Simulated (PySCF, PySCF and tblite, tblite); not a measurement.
**Si₃N₃H₉: conformers and averaged spectra**

Which conformers does Si₃N₃H₉ (`N1[SiH2]N[SiH2]N[SiH2]1`) populate, and what do their averaged NMR parameters look like?

Programs: PySCF 2.14.0 with density-fitted response routines of our own, and tblite 0.8.0. All values are computed, except where a source is named. Atoms count from 0 throughout.

### Step 1. The starting structure

15 atoms, charge 0, multiplicity 1; geometry from: MMFF94s geometry.

Bonds of the start (Å): N0–H6 1.02, N0–Si1 1.69, N0–Si5 1.66, N2–H9 1.02, N2–Si3 1.66, N4–H12 1.01, N4–Si5 1.67, Si1–H7 1.49, Si1–H8 1.46, Si1–N2 1.67, Si3–H10 1.48, Si3–H11 1.46, Si3–N4 1.68, Si5–H13 1.48, Si5–H14 1.46.

### Step 2. GFN2-xTB relaxation, conformer 1

What the job is given:

```
{"job": {"xc": "GFN2-xTB", "basis": "xTB", "kind": "relax"}, "charge": 0, "multiplicity": 1}
N     -0.904400    -1.389100    -0.313100
Si    -1.629800     0.095300     0.024700
N     -0.656500     1.190000    -0.783000
Si     0.866100     1.228800    -0.116300
N      1.484900    -0.304900    -0.420800
Si     0.595100    -1.457700     0.402100
H     -0.775700    -1.426900    -1.319800
H     -1.712400     0.396700     1.482500
H     -2.954700     0.123600    -0.585100
H     -1.085900     2.114100    -0.726900
H      0.851900     1.546800     1.330200
H      1.673600     2.209500    -0.832100
H      2.451400    -0.344600    -0.132400
H      0.593900    -1.214400     1.859700
H      1.198000    -2.759000     0.108300
```

Command:

```
$ OMP_NUM_THREADS=1 python ens_run.py task.json out
```

This one command runs the whole study; its stages follow in the order run.

Log:

```text
step      E/eV     max force
  0    -507.45066    3.558
  1    -507.82707    1.652
  2    -507.92434    0.752
  3    -508.03584    0.941
  4    -508.13728    0.896
  5    -508.18960    0.574
  6    -508.24068    0.432
  7    -508.28326    0.371
  8    -508.32591    0.344
  9    -508.35577    0.439
 10    -508.38008    0.533
 11    -508.41714    0.539
 12    -508.45796    0.397
 13    -508.47874    0.307
 14    -508.48889    0.281
 15    -508.49971    0.362
 16    -508.51230    0.346
 17    -508.52905    0.355
 18    -508.55447    0.273
 19    -508.56639    0.240
 20    -508.57344    0.209
 21    -508.57872    0.210
 22    -508.58455    0.201
 23    -508.58972    0.181
 24    -508.59346    0.148
 25    -508.59612    0.175
 26    -508.59844    0.118
 27    -508.60096    0.102
 28    -508.60326    0.098
 29    -508.60480    0.081
 30    -508.60631    0.093
 31    -508.60821    0.099
 32    -508.61150    0.145
 33    -508.61657    0.190
 34    -508.62301    0.202
 35    -508.62872    0.149
 36    -508.63231    0.124
 37    -508.63453    0.105
 38    -508.63656    0.112
 39    -508.63871    0.115
 40    -508.64057    0.082
 41    -508.64227    0.070
 42    -508.64337    0.127
 43    -508.64451    0.088
 44    -508.64556    0.125
 45    -508.64702    0.103
 46    -508.64868    0.307
 47    -508.65160    0.255
 48    -508.65413    0.315
 49    -508.65689    0.225
 50    -508.65868    0.198
 51    -508.66016    0.152
 52    -508.66190    0.159
 53    -508.66370    0.153
 54    -508.66491    0.171
 55    -508.66725    0.119
 56    -508.66941    0.284
 57    -508.67236    0.099
 58    -508.67389    0.217
 59    -508.67511    0.132
 60    -508.67601    0.155
 61    -508.67801    0.173
 62    -508.67895    0.077
 63    -508.67970    0.074
 64    -508.68000    0.079
 65    -508.68016    0.041
 66    -508.68030    0.026
 67    -508.68030    0.026
 68    -508.68034    0.020
 69    -508.68052    0.049
 70    -508.68060    0.047
 71    -508.68071    0.024
 72    -508.68074    0.012
 73    -508.68076    0.014
 74    -508.68078    0.017
 75    -508.68080    0.013
 76    -508.68081    0.013
 77    -508.68083    0.014
 78    -508.68084    0.012
 79    -508.68086    0.009
 80    -508.68087    0.008
 81    -508.68087    0.008
 82    -508.68088    0.009
 83    -508.68089    0.009
 84    -508.68090    0.011
 85    -508.68091    0.014
 86    -508.68093    0.017
 87    -508.68095    0.019
 88    -508.68097    0.013
 89    -508.68098    0.008
 90    -508.68099    0.011
 91    -508.68101    0.018
 92    -508.68104    0.024
 93    -508.68108    0.019
 94    -508.68110    0.010
 95    -508.68111    0.011
 96    -508.68113    0.024
 97    -508.68119    0.044
 98    -508.68131    0.072
 99    -508.68153    0.095
100    -508.68179    0.084
101    -508.68207    0.041
102    -508.68226    0.035
103    -508.68245    0.059
104    -508.68286    0.112
105    -508.68371    0.183
106    -508.68386    0.220
107    -508.68638    0.110
108    -508.68744    0.089
109    -508.68790    0.070
110    -508.68817    0.076
111    -508.68847    0.053
112    -508.68879    0.046
113    -508.68902    0.048
114    -508.68930    0.037
115    -508.68944    0.021
116    -508.68952    0.019
117    -508.68958    0.021
118    -508.68965    0.019
119    -508.68970    0.014
120    -508.68973    0.011
121    -508.68977    0.013
122    -508.68981    0.016
123    -508.68985    0.014
124    -508.68988    0.009
125    -508.68990    0.008
126    -508.68990    0.008
127    -508.68991    0.008
128    -508.68992    0.009
129    -508.68994    0.012
130    -508.68997    0.017
131    -508.69000    0.017
132    -508.69003    0.011
133    -508.69005    0.013
134    -508.69009    0.020
135    -508.69014    0.026
136    -508.69023    0.025
137    -508.69033    0.024
138    -508.69040    0.017
139    -508.69044    0.014
140    -508.69047    0.016
141    -508.69050    0.013
142    -508.69053    0.012
143    -508.69056    0.012
144    -508.69059    0.015
145    -508.69065    0.018
146    -508.69073    0.021
147    -508.69081    0.019
148    -508.69086    0.012
149    -508.69088    0.014
150    -508.69089    0.013
151    -508.69092    0.014
152    -508.69095    0.010
153    -508.69097    0.007
154    -508.69098    0.007
155    -508.69098    0.006
156    -508.69099    0.007
157    -508.69100    0.007
158    -508.69100    0.004
```

It took 0.87 s on 1 thread of Arm Neoverse V2, shared host.

Gain 1.240 eV; displacement 0.82 Å root mean square.

GFN2-xTB relaxation, conformer 2:

What the job is given:

```
{"job": {"xc": "GFN2-xTB", "basis": "xTB", "kind": "relax"}, "charge": 0, "multiplicity": 1}
N     -1.575200    -0.119400    -0.453500
Si    -0.902500     1.302300     0.105600
N      0.609200     1.404200    -0.615500
Si     1.569200     0.140900    -0.148700
N      0.817800    -1.252100    -0.694000
Si    -0.677800    -1.432700     0.027900
H     -2.535200    -0.202100    -0.126800
H     -0.795700     1.326100     1.593800
H     -1.718600     2.429500    -0.328500
H      1.035600     2.289500    -0.390800
H      1.773100     0.103200     1.320900
H      2.873300     0.258600    -0.804500
H      1.393100    -2.060300    -0.520200
H     -0.562900    -1.531300     1.498200
H     -1.307800    -2.648400    -0.485900
```

Log:

```text
step      E/eV     max force
  0    -507.59204    3.625
  1    -507.95408    1.384
  2    -508.04715    0.772
  3    -508.14239    0.789
  4    -508.23923    0.770
  5    -508.28192    0.516
  6    -508.32057    0.378
  7    -508.35102    0.329
  8    -508.38279    0.334
  9    -508.40629    0.419
 10    -508.42924    0.517
 11    -508.47311    0.606
 12    -508.53400    0.573
 13    -508.56770    0.379
 14    -508.57617    0.483
 15    -508.58559    0.268
 16    -508.58990    0.156
 17    -508.59968    0.154
 18    -508.60451    0.188
 19    -508.60876    0.169
 20    -508.61106    0.116
 21    -508.61362    0.122
 22    -508.61737    0.169
 23    -508.62198    0.151
 24    -508.62519    0.135
 25    -508.62649    0.064
 26    -508.62710    0.122
 27    -508.62781    0.072
 28    -508.62912    0.064
 29    -508.63024    0.088
 30    -508.63152    0.091
 31    -508.63248    0.062
 32    -508.63329    0.058
 33    -508.63441    0.100
 34    -508.63660    0.154
 35    -508.64074    0.199
 36    -508.64769    0.279
 37    -508.65362    0.416
 38    -508.65170    0.493
 39    -508.67191    0.186
 40    -508.67520    0.097
 41    -508.67751    0.068
 42    -508.67830    0.050
 43    -508.67901    0.043
 44    -508.67941    0.024
 45    -508.67941    0.024
 46    -508.67943    0.017
 47    -508.67948    0.014
 48    -508.67951    0.017
 49    -508.67953    0.011
 50    -508.67954    0.008
 51    -508.67955    0.008
 52    -508.67956    0.008
 53    -508.67957    0.007
 54    -508.67957    0.004
```

It took 0.32 s on 1 thread of Arm Neoverse V2, shared host.

Relaxing gained 1.088 eV and moved the atoms by 0.49 Å on average (rms).

### Step 3. Shieldings, conformer 1: mPW1PW91/pcSseg-1 in acetonitrile

What the job is given:

```
{"job": {"xc": "mPW1PW91", "basis": "pcSseg-1", "solvent": "acetonitrile", "kind": "nmr", "pop": true}, "charge": 0, "multiplicity": 1}
N     -0.854196    -1.292945    -0.268233
Si    -1.790748     0.148676    -0.118939
N     -0.677731     1.464361    -0.036984
Si     1.039821     1.448078    -0.206405
N      1.576410    -0.101525     0.331970
Si     0.740909    -1.610875     0.308276
H     -1.376778    -2.109265    -0.534792
H     -2.607001     0.166720     1.106560
H     -2.637716     0.229707    -1.318836
H     -1.099615     2.375736     0.002340
H      1.601565     2.470362     0.685476
H      1.435009     1.684955    -1.605962
H      2.544105    -0.155307     0.598055
H      0.746233    -2.158119     1.675446
H      1.355318    -2.552569    -0.639885
```

Log:

```text
coarse grid: 13640 points
cycle   1  E = -1038.1178009444  dE =  6.243e-01  |g| = 7.218e-01  |ddm| = 3.651e+00
cycle   2  E = -1038.0152996500  dE =  1.025e-01  |g| = 9.885e-01  |ddm| = 1.434e+00
cycle   3  E = -1038.2233283030  dE = -2.080e-01  |g| = 4.538e-02  |ddm| = 9.042e-01
cycle   4  E = -1038.2237966718  dE = -4.684e-04  |g| = 1.032e-02  |ddm| = 6.423e-02
cycle   5  E = -1038.2238118148  dE = -1.514e-05  |g| = 1.575e-03  |ddm| = 1.234e-02
cycle   6  E = -1038.2238123493  dE = -5.346e-07  |g| = 7.296e-04  |ddm| = 2.609e-03
final grid: 117104 points
cycle   7  E = -1038.2473545330  dE = -1.545e-05  |g| = 5.569e-03  |ddm| = 1.487e-02
cycle   8  E = -1038.2473480554  dE =  6.478e-06  |g| = 7.967e-03  |ddm| = 1.061e-02
cycle   9  E = -1038.2473609662  dE = -1.291e-05  |g| = 1.699e-04  |ddm| = 6.048e-03
cycle  10  E = -1038.2473609721  dE = -5.899e-09  |g| = 8.843e-05  |ddm| = 2.971e-04
cycle  11  E = -1038.2473609737  dE = -1.636e-09  |g| = 3.158e-05  |ddm| = 9.344e-05
cycle  12  E = -1038.2473609739  dE = -1.844e-10  |g| = 9.988e-06  |ddm| = 3.077e-05
converged SCF energy = -1038.2473609739

GIAO shielding tensors (ppm)
atom      isotropic    diamagn.    paramagn.     s11        s22        s33       span
  0 N      254.297     325.835     -71.538    220.749    241.773    300.370     79.621
  1 Si     384.841     880.132    -495.291    360.733    373.637    420.154     59.420
  2 N      252.858     326.254     -73.396    215.896    242.076    300.601     84.704
  3 Si     386.817     880.207    -493.390    366.830    374.977    418.645     51.815
  4 N      252.905     326.268     -73.363    215.917    242.070    300.728     84.811
  5 Si     384.889     880.131    -495.242    360.890    373.723    420.054     59.164
  6 H       31.609      30.489       1.120     23.287     26.870     44.670     21.383
  7 H       26.252      29.316      -3.064     22.848     23.965     31.942      9.094
  8 H       26.383      29.150      -2.767     22.943     24.011     32.194      9.251
  9 H       31.774      30.482       1.292     23.201     27.121     44.998     21.797
 10 H       26.548      29.160      -2.611     23.116     24.134     32.395      9.279
 11 H       26.172      29.516      -3.344     22.854     23.958     31.703      8.849
 12 H       31.780      30.478       1.302     23.194     27.129     45.017     21.823
 13 H       26.248      29.325      -3.077     22.848     23.964     31.933      9.085
 14 H       26.386      29.147      -2.761     22.947     24.011     32.200      9.253
```

It took 19 s on 1 thread of Arm Neoverse V2, shared host; peak memory 0.85 GiB.

Key values: HOMO -7.12 eV, LUMO 0.88 eV; dipole 0.03 D.

### Step 4. Single-point energy, conformer 1: B3LYP/def2-SVP in acetonitrile

The job, as its differences from that of step 3:

```diff
@@ -1,2 +1,2 @@
-{"job": {"xc": "mPW1PW91", "basis": "pcSseg-1", "solvent": "acetonitrile", "kind": "nmr", "pop": true}, "charge": 0, "multiplicity": 1}
+{"job": {"xc": "B3LYP", "basis": "def2-SVP", "solvent": "acetonitrile", "kind": "sp"}, "charge": 0, "multiplicity": 1}
 N     -0.854196    -1.292945    -0.268233
```

Log:

```text
coarse grid: 13640 points
cycle   1  E = -1037.7040366116  dE =  6.209e-01  |g| = 7.916e-01  |ddm| = 3.849e+00
cycle   2  E = -1037.5336805530  dE =  1.704e-01  |g| = 1.159e+00  |ddm| = 1.808e+00
cycle   3  E = -1037.8354155318  dE = -3.017e-01  |g| = 5.183e-02  |ddm| = 1.179e+00
cycle   4  E = -1037.8361596966  dE = -7.442e-04  |g| = 8.988e-03  |ddm| = 8.238e-02
cycle   5  E = -1037.8361816244  dE = -2.193e-05  |g| = 2.806e-03  |ddm| = 1.614e-02
cycle   6  E = -1037.8361834116  dE = -1.787e-06  |g| = 1.136e-03  |ddm| = 3.624e-03
final grid: 117104 points
cycle   7  E = -1037.9599295403  dE = -1.057e-05  |g| = 5.019e-03  |ddm| = 1.343e-02
cycle   8  E = -1037.9599220888  dE =  7.451e-06  |g| = 7.750e-03  |ddm| = 1.202e-02
cycle   9  E = -1037.9599352646  dE = -1.318e-05  |g| = 2.123e-04  |ddm| = 6.898e-03
cycle  10  E = -1037.9599352767  dE = -1.214e-08  |g| = 9.432e-05  |ddm| = 4.004e-04
cycle  11  E = -1037.9599352783  dE = -1.624e-09  |g| = 4.436e-05  |ddm| = 1.153e-04
cycle  12  E = -1037.9599352788  dE = -4.404e-10  |g| = 5.985e-06  |ddm| = 4.365e-05
converged SCF energy = -1037.9599352788
```

Run time: 7.4 s. Hardware: 1 thread of Arm Neoverse V2, shared host; peak memory 0.62 GiB.

Key values: HOMO -6.73 eV, LUMO 0.97 eV; dipole 0.05 D.

### Step 5. Shieldings, conformer 2: mPW1PW91/pcSseg-1 in acetonitrile

What the job is given:

```
{"job": {"xc": "mPW1PW91", "basis": "pcSseg-1", "solvent": "acetonitrile", "kind": "nmr", "pop": false}, "charge": 0, "multiplicity": 1}
N     -1.606744    -0.130749     0.005546
Si    -1.021105     1.484209     0.165232
N      0.671364     1.457078    -0.168399
Si     1.797359     0.150651    -0.123935
N      0.897094    -1.315258    -0.255498
Si    -0.766376    -1.636003     0.070911
H     -2.608723    -0.212773     0.008884
H     -1.271443     1.991598     1.527804
H     -1.685206     2.326970    -0.838547
H      1.089962     2.364919    -0.274929
H      2.563995     0.173806     1.136265
H      2.691269     0.260110    -1.284887
H      1.457441    -2.136002    -0.407673
H     -0.920281    -2.256641     1.400329
H     -1.293020    -2.513927    -0.983017
```

Log:

```text
coarse grid: 13640 points
cycle   1  E = -1038.1163813179  dE =  6.215e-01  |g| = 7.226e-01  |ddm| = 3.651e+00
cycle   2  E = -1038.0154064815  dE =  1.010e-01  |g| = 9.862e-01  |ddm| = 1.417e+00
cycle   3  E = -1038.2220556069  dE = -2.066e-01  |g| = 4.525e-02  |ddm| = 8.879e-01
cycle   4  E = -1038.2225209217  dE = -4.653e-04  |g| = 1.023e-02  |ddm| = 6.340e-02
cycle   5  E = -1038.2225357482  dE = -1.483e-05  |g| = 1.393e-03  |ddm| = 1.197e-02
cycle   6  E = -1038.2225362459  dE = -4.977e-07  |g| = 3.710e-04  |ddm| = 2.404e-03
final grid: 117104 points
cycle   7  E = -1038.2460766614  dE = -1.645e-05  |g| = 5.469e-03  |ddm| = 1.537e-02
cycle   8  E = -1038.2460706083  dE =  6.053e-06  |g| = 7.767e-03  |ddm| = 1.009e-02
cycle   9  E = -1038.2460828501  dE = -1.224e-05  |g| = 1.803e-04  |ddm| = 5.827e-03
cycle  10  E = -1038.2460828577  dE = -7.560e-09  |g| = 7.854e-05  |ddm| = 3.172e-04
cycle  11  E = -1038.2460828591  dE = -1.490e-09  |g| = 1.710e-05  |ddm| = 8.888e-05
cycle  12  E = -1038.2460828592  dE = -2.797e-11  |g| = 1.040e-05  |ddm| = 1.981e-05
converged SCF energy = -1038.2460828592

GIAO shielding tensors (ppm)
atom      isotropic    diamagn.    paramagn.     s11        s22        s33       span
  0 N      257.360     325.997     -68.637    225.818    240.071    306.191     80.373
  1 Si     385.806     880.081    -494.275    361.121    376.853    419.443     58.322
  2 N      257.346     325.998     -68.652    225.809    240.110    306.119     80.310
  3 Si     385.781     880.084    -494.303    361.291    376.718    419.333     58.042
  4 N      257.303     325.990     -68.687    225.850    239.920    306.139     80.289
  5 Si     385.785     880.088    -494.303    361.175    376.801    419.378     58.203
  6 H       31.897      30.324       1.573     23.297     27.217     45.177     21.880
  7 H       26.163      29.316      -3.153     22.754     23.971     31.765      9.011
  8 H       26.430      29.122      -2.692     23.069     24.013     32.208      9.138
  9 H       31.892      30.321       1.571     23.296     27.211     45.170     21.874
 10 H       26.162      29.327      -3.166     22.750     23.973     31.761      9.011
 11 H       26.430      29.117      -2.687     23.066     24.014     32.211      9.144
 12 H       31.901      30.317       1.583     23.306     27.214     45.182     21.876
 13 H       26.162      29.327      -3.165     22.753     23.971     31.763      9.010
 14 H       26.430      29.120      -2.691     23.067     24.012     32.210      9.143
```

Run time: 18 s. Hardware: 1 thread of Arm Neoverse V2, shared host; peak memory 0.87 GiB.

This run: HOMO -7.07 eV, LUMO 0.88 eV; dipole 0.04 D.

### Step 6. Single-point energy, conformer 2: B3LYP/def2-SVP in acetonitrile

The job, as its differences from that of step 5:

```diff
@@ -1,2 +1,2 @@
-{"job": {"xc": "mPW1PW91", "basis": "pcSseg-1", "solvent": "acetonitrile", "kind": "nmr", "pop": false}, "charge": 0, "multiplicity": 1}
+{"job": {"xc": "B3LYP", "basis": "def2-SVP", "solvent": "acetonitrile", "kind": "sp"}, "charge": 0, "multiplicity": 1}
 N     -1.606744    -0.130749     0.005546
```

Log:

```text
coarse grid: 13640 points
cycle   1  E = -1037.7030853099  dE =  6.179e-01  |g| = 7.919e-01  |ddm| = 3.850e+00
cycle   2  E = -1037.5352595006  dE =  1.678e-01  |g| = 1.155e+00  |ddm| = 1.808e+00
cycle   3  E = -1037.8344948780  dE = -2.992e-01  |g| = 5.159e-02  |ddm| = 1.175e+00
cycle   4  E = -1037.8352325233  dE = -7.376e-04  |g| = 8.672e-03  |ddm| = 8.203e-02
cycle   5  E = -1037.8352535833  dE = -2.106e-05  |g| = 2.277e-03  |ddm| = 1.564e-02
cycle   6  E = -1037.8352550663  dE = -1.483e-06  |g| = 2.037e-04  |ddm| = 3.014e-03
final grid: 117104 points
cycle   7  E = -1037.9590322890  dE = -1.186e-05  |g| = 4.541e-03  |ddm| = 1.408e-02
cycle   8  E = -1037.9590264196  dE =  5.869e-06  |g| = 6.937e-03  |ddm| = 1.073e-02
cycle   9  E = -1037.9590369619  dE = -1.054e-05  |g| = 1.488e-04  |ddm| = 6.191e-03
cycle  10  E = -1037.9590369688  dE = -6.890e-09  |g| = 4.652e-05  |ddm| = 3.104e-04
cycle  11  E = -1037.9590369693  dE = -5.814e-10  |g| = 1.650e-05  |ddm| = 7.765e-05
converged SCF energy = -1037.9590369693
```

Run time: 6.8 s. Hardware: 1 thread of Arm Neoverse V2, shared host; peak memory 0.62 GiB.

Key values: HOMO -6.68 eV, LUMO 0.96 eV; dipole 0.16 D.

### Step 7. The ensemble: properties at mPW1PW91/pcSseg-1 in acetonitrile

What the job is given:

```
{"job": {"study": "conf", "smiles": "N1[SiH2]N[SiH2]N[SiH2]1", "search": {"seed": 876, "n_embed": 60, "ff_keep": 14, "window": 3.0, "nmax": 10, "temps": [250, 273.15, 298.15, 323.15, 373.15], "t_ref": 298.15, "order": 0.001}, "level": {"nmr": {"xc": "mPW1PW91", "basis": "pcSseg-1", "solvent": "acetonitrile"}, "sp": {"xc": "B3LYP", "basis": "def2-SVP", "solvent": "acetonitrile"}}, "kind": "conf"}, "charge": 0, "multiplicity": 1}
N     -0.854196    -1.292945    -0.268233
Si    -1.790748     0.148676    -0.118939
N     -0.677731     1.464361    -0.036984
Si     1.039821     1.448078    -0.206405
N      1.576410    -0.101525     0.331970
Si     0.740909    -1.610875     0.308276
H     -1.376778    -2.109265    -0.534792
H     -2.607001     0.166720     1.106560
H     -2.637716     0.229707    -1.318836
H     -1.099615     2.375736     0.002340
H      1.601565     2.470362     0.685476
H      1.435009     1.684955    -1.605962
H      2.544105    -0.155307     0.598055
H      0.746233    -2.158119     1.675446
H      1.355318    -2.552569    -0.639885
```

Log:

```text
conformer  sym    E(xTB)   E(DFT)   G(298.15 K)  weight  dipole/D
    1     Cs      0.000    0.000    0.000   0.7749    0.046
    2     C3v     0.264    0.673    0.732   0.2251    0.156

mean shielding (ppm) by class
class atoms           250 K   273.15 K   298.15 K   323.15 K   373.15 K
  0 N  0,2,4        254.142    254.198     254.25    254.295    254.367
  1 Si 1,3,5         385.57    385.574    385.578    385.581    385.586
  2 H  6,9,12        31.756     31.758      31.76     31.762     31.766
  3 H  7,8,10        26.325     26.324     26.324     26.323     26.323
```

Wall time 55 s (1 thread of Arm Neoverse V2, shared host). This counts the runs that the step sums up.

The search (ETKDG and KDG, MMFF94s, GFN2-xTB) embedded 60 structures, kept 4 distinct ones after the force field and 2 after xTB; 2 were carried on (window 3.0 kcal/mol at the search's own energies). Energies: B3LYP/def2-SVP in acetonitrile with D3(BJ).

The conformers at 298 K:

```tsv
no.	group	mirror pair	ΔE xTB	ΔE DFT	ΔG	weight (%)	μ (D)	A, B, C (GHz)
1	Cs	no	0.00	0.00	0.00	77.5	0.05	2.20, 2.17, 1.16
2	C3v	no	0.26	0.67	0.73	22.5	0.16	2.17, 2.17, 1.13
```

Energies in kcal/mol. ΔG holds xTB vibrations and rotation, symmetry numbers and mirror pairs.

Weights (%) by temperature:

```tsv
no.	250 K	273 K	298 K	323 K	373 K
1	80.2	78.8	77.5	76.4	74.5
2	19.8	21.2	22.5	23.6	25.5
```

How the weights hang on the way they are made:

```tsv
scheme	1	2	mean μ (D)
DFT free energy	77	23	0.07
DFT energy, symmetry counted	90	10	0.06
DFT energy alone	76	24	0.07
xTB energy, symmetry counted	82	18	0.07
xTB free energy	63	37	0.09
lowest conformer only	100	0	0.05
equal weights	50	50	0.10
conformers found from three starts alone	100	0	0.05
```

Shifts against references run at the same level (1H TMS 31.74, 29Si TMS 347.7 ppm of shielding), by class of atoms, at 298 K:

```tsv
atoms	environment	no. 1	no. 2	average
H7, H8, H10 and 3 more	hydrogen on a silicon bonded to 2 N, in a 6-membered ring	5.41	5.44	5.42
H6, H9, H12	hydrogen on a nitrogen bonded to 2 Si, in a 6-membered ring	0.02	-0.16	-0.02
N0, N2, N4	nitrogen bonded to 2 Si, H, in a 6-membered ring	253.4 (σ)	257.3 (σ)	254.2 (σ)
Si1, Si3, Si5	silicon bonded to 2 N, 2 H, in a 6-membered ring	-37.8	-38.1	-37.9
```

Effective distances for nuclear Overhauser effects, ⟨r⁻⁶⟩^(−1/6) over all pairs of two classes (Å): H6···H7 3.10.

[end of part 1 of 2]
